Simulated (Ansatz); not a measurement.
# CH₄AlNO: how energies converge with the basis set

Aim: see how fast density functionals converge with the basis set for CH₄AlNO.

Computed with Ansatz 0.2.0, Gaussian basis. Level: one geometry, several basis sets.

The runs, in order: PBE0-D4/def2-SVP; ωB97M-V/def2-SVP; PBE0-D4/def2-QZVPP; ωB97M-V/def2-QZVPP; the functionals' def2-TZVPP values are taken from earlier runs.

1 further run of the same task is left out (it didn't finish).

**1. Structure used throughout**

All runs share one geometry, relaxed beforehand with PBE0-D4 in a triple-zeta def2 set.

SMILES `N[C](=O)[AlH2]`, 8 atoms, charge 0, spin multiplicity 1.

Atoms are counted from 1 here; the program's logs count them from 0.

Bond lengths: N1–C2 1.358 Å, N1–H5 1.004 Å, N1–H6 1.010 Å, C2–O3 1.222 Å, C2–Al4 2.013 Å, Al4–H7 1.578 Å, Al4–H8 1.593 Å. Angles: C2–N1–H5 121.5°, C2–N1–H6 119.5°, H5–N1–H6 119.0°, N1–C2–O3 121.6°, N1–C2–Al4 120.9°, O3–C2–Al4 117.5°, C2–Al4–H7 117.8°, C2–Al4–H8 120.0°, H7–Al4–H8 122.2°.

As a file:

```mol
CH4AlNO
  3D, bonds by distance, orders not assigned

  8  7  0  0  0  0  0  0  0  0999 V2000
    0.4850    0.7836    1.1203 N   0  0
   -0.3612    0.5564    0.0823 C   0  0
   -1.2648    1.3334   -0.1881 O   0  0
   -0.1666   -1.0826   -1.0702 Al  0  0
    1.2281    0.1457    1.3413 H   0  0
    0.3685    1.6133    1.6846 H   0  0
   -1.1949   -1.2778   -2.2505 H   0  0
    0.9980   -2.1290   -0.7757 H   0  0
  1  2  8  0
  2  3  8  0
  2  4  8  0
  1  5  8  0
  1  6  8  0
  4  7  8  0
  4  8  8  0
M  END
```

**2. PBE0-D4 in def2-SVP**

in.yaml

```yaml
crystal:
  periodic: [false, false, false]
  atoms:
    - {symbol: N, position_ang: [0.484960, 0.783575, 1.120309]}
    - {symbol: C, position_ang: [-0.361152, 0.556386, 0.082328]}
    - {symbol: O, position_ang: [-1.264822, 1.333376, -0.188051]}
    - {symbol: Al, position_ang: [-0.166601, -1.082571, -1.070167]}
    - {symbol: H, position_ang: [1.228069, 0.145707, 1.341267]}
    - {symbol: H, position_ang: [0.368534, 1.613262, 1.684629]}
    - {symbol: H, position_ang: [-1.194898, -1.277775, -2.250547]}
    - {symbol: H, position_ang: [0.998009, -2.128960, -0.775667]}
basis:
  gaussian: {orbitals: def2-SVP}
hamiltonian: {xc: pbe0, dispersion: d4}
output: {orbitals: {seedname: orbitals}}
```

The runs that follow: ωB97M-V in def2-SVP; PBE0-D4 in def2-QZVPP; ωB97M-V in def2-QZVPP.

**Question.** What will the summary of the whole plan be? Wanted: PBE0-D4: double and triple zeta above quadruple; ωB97M-V: double and triple zeta above quadruple.

As calculated:

| quantity | value |
| --- | --- |
| PBE0-D4: double and triple zeta above quadruple | 8.19, 0.47 eV |
| ωB97M-V: double and triple zeta above quadruple | 8.36, 0.45 eV |

For PBE0-D4 the step from double to triple zeta gains 7.73 eV and the next only 0.47 eV. These are total energies; as a rule much of such shifts cancels in differences, which this series doesn't test.
